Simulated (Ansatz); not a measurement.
**GaBHCl (triplet): the correlation ladder, cc-pVDZ**

How much of the correlation energy of GaBHCl (triplet) does each wave-function method recover here?

The runs use Ansatz 0.2.0, Gaussian basis; cc-pVDZ, core rule «outside noble gas», up to 20 orbitals frozen.

Plan: UHF; CCSD(T) on ROHF; CCSD(T) on UHF; BCCD(T) on ROHF; CISD as a restricted active space (open shells left free, so some higher excitations enter); CCSDT(Q) on ROHF; CCSDT(Q) on UHF; CASSCF and NEVPT2, 10 electrons in 10 orbitals.

26 further runs of the same task are left out: 2 for a known fault of the program, 13 that didn't finish, 11 set aside as unsound or not needed. Runs told in other sessions of the task aren't counted.

## Step 1: What is computed

The geometry is a PBE0/def2-TZVP stationary point (not a proven minimum). No spin-orbit coupling is included. The filled d shell of Ga may be among the frozen orbitals whatever the setting's name suggests.

4 atoms, charge 0, spin multiplicity 3.

Atoms are counted from 1 here; the program's logs count them from 0.

Bond lengths: B1–Ga2 1.909 Å, B1–H4 1.183 Å, Ga2–Cl3 2.110 Å. Angles: Ga2–B1–H4 148.6°, B1–Ga2–Cl3 161.5°.

## Step 2: UHF

File in.yaml:

```yaml
crystal:
  periodic: [false, false, false]
  atoms:
    - {symbol: B, position_ang: [0.000000, -0.342826, 2.296381]}
    - {symbol: Ga, position_ang: [0.000000, 0.098129, 0.439441]}
    - {symbol: Cl, position_ang: [0.000000, -0.089117, -1.661752]}
    - {symbol: H, position_ang: [0.000000, 0.023715, 3.421568]}
basis:
  gaussian: {orbitals: cc-pVDZ}
magnetization: {spin_polarized: true, initial_magnetization: 2}
hamiltonian: {xc: hf}
output: {orbitals: {seedname: orbitals}}
```

The run is started by

```console
ansatz run in.yaml --threads 1 --pin off --events-out ev --progress --plain --max-ram 2393MiB
```

The runs that follow: CCSD(T) on ROHF; CCSD(T) on UHF; BCCD(T) on ROHF; CISD as a restricted active space (open shells left free, so some higher excitations enter); CCSDT(Q) on ROHF; CCSDT(Q) on UHF; CASSCF and NEVPT2, 10 electrons in 10 orbitals.

Before running them: what should the planned runs give, taken together? Wanted: UCCSDT(Q) from the RHF energy; RMP2 from UCCSDT(Q); UMP2 from UCCSDT(Q); RCCSD from UCCSDT(Q); RCCSD(T) from UCCSDT(Q); UCCSD(T) from UCCSDT(Q); RCCSDT(Q) from UCCSDT(Q); T1 diagnostic.

The runs gave:

```
                         quantity                      value
    UCCSDT(Q) from the ROHF energy                 -7.8726 eV
              RMP2 from UCCSDT(Q)                +1152.7 meV
              UMP2 from UCCSDT(Q)                +1177.5 meV
             RCCSD from UCCSDT(Q)                 +275.5 meV
          RCCSD(T) from UCCSDT(Q)                  +57.5 meV
          UCCSD(T) from UCCSDT(Q)                  +54.9 meV
         RCCSDT(Q) from UCCSDT(Q)                   +4.1 meV
levels within 1 kcal/mol (43 meV)  RCCSDT, UCCSDT, RCCSDT(Q)
                    T1 diagnostic                      0.018
```

**Reading.** RCCSD(T) lands +57.5 meV from the yardstick (0.7 % of the correlation energy). These misses are within one basis, not against nature; the frozen cores of restricted and unrestricted runs differ, which can shift their rows.
